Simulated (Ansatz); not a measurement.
# CH4ClFSSi2: the cost of one run

Method: RHF/def2-SVP, in Ansatz 0.2.0.

### Step 1. The starting structure

Bond lengths: F1–Si2 1.639 Å, Si2–Cl3 2.033 Å, Si2–C4 1.887 Å, C4–Si5 1.802 Å, C4–S6 1.671 Å, Si2–H7 1.461 Å, Si5–H8 1.449 Å, Si5–H9 1.541 Å, Si5–H10 1.464 Å. Angles (14 of 15 angles, heavy atoms first): F1–Si2–Cl3 108.1°, F1–Si2–C4 109.0°, Cl3–Si2–C4 109.1°, Si2–C4–Si5 116.4°, Si2–C4–S6 119.2°, Si5–C4–S6 124.1°, F1–Si2–H7 110.5°, Cl3–Si2–H7 105.0°, C4–Si2–H7 114.9°, C4–Si5–H8 114.0°, C4–Si5–H9 109.7°, C4–Si5–H10 111.8°, H8–Si5–H9 107.8°, H8–Si5–H10 107.6°.

As a file:

```xyz
10

F    -1.4759   -0.8396    1.4510
Si   -1.2342    0.6164    0.7391
Cl   -0.3848    1.8557    2.1092
C    -0.0520    0.3989   -0.7149
Si    1.2074   -0.8775   -0.5403
S    -0.3183    1.2656   -2.1188
H    -2.5127    1.2399    0.4048
H     0.7385   -2.2148   -0.8426
H     1.7441   -0.8822    0.9047
H     2.3710   -0.6137   -1.3893
```

### Step 2. End point A

Input file input.yaml:

```yaml
crystal:
  periodic: [false, false, false]
  atoms:
    - { symbol: F, position_ang: [-1.4759, -0.8396, 1.451] }
    - { symbol: Si, position_ang: [-1.2342, 0.6164, 0.7391] }
    - { symbol: Cl, position_ang: [-0.3848, 1.8557, 2.1092] }
    - { symbol: C, position_ang: [-0.052, 0.3989, -0.7149] }
    - { symbol: Si, position_ang: [1.2074, -0.8775, -0.5403] }
    - { symbol: S, position_ang: [-0.3183, 1.2656, -2.1188] }
    - { symbol: H, position_ang: [-2.5127, 1.2399, 0.4048] }
    - { symbol: H, position_ang: [0.7385, -2.2148, -0.8426] }
    - { symbol: H, position_ang: [1.7441, -0.8822, 0.9047] }
    - { symbol: H, position_ang: [2.371, -0.6137, -1.3893] }
basis:
  gaussian: { orbitals: def2-SVP }
hamiltonian:
  xc: hf
relax:
  f_tol: 0.015
  max_steps: 40
output:
  orbitals: {}
```

Command:

```bash
> ansatz run input.yaml --threads 2 --pin off --max-ram 3072MiB --backend cpu --events-out ev --progress --plain --runs-dir out
```

What time and memory should one allow on 2 threads of Intel Xeon Platinum 8375C at 2.90GHz (Ice Lake), shared host?

About 17 s, with a peak of 0.3 GiB.
